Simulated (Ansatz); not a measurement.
The system is VCrC2.

```
Cr V C
1.0
     1.46063    0.84330    4.73939
    -1.46063    0.84330    4.73939
     0.00000   -1.68659    4.73939
Cr V C
1 1 2
Direct
  0.50000 0.50000 0.50000
  0.00000 0.00000 0.00000
  0.24876 0.24876 0.24876
  0.75124 0.75124 0.75124
```

The cell comes from a database or a generator and needn't be the stable form of this composition.

Base run:

```yaml
Program: Ansatz 0.2.0
Functional: PBE
Potentials_or_basis: Ansatz PAW
Cutoff: "420 eV (not typed: the program's choice for these potentials)"
k_mesh: 11 × 11 × 11
Occupations: fermi-dirac, width 0.05 eV
Spin: no spin polarisation
```

Its results: band gap on the k mesh none (metal or under the smearing width); pressure -2.8 GPa; largest force 0.031 eV/Å.

Problem. The run is repeated on the same cell with these changes: spin from no spin polarisation to collinear spin, random start. What comes out?

Solution. Band gap on the k mesh none (metal or under the smearing width); pressure 0.4 GPa; net moment -1.09 μB per cell; site moments Cr -1.05; V +0.00; C +0.05 μB; largest force 0.020 eV/Å.
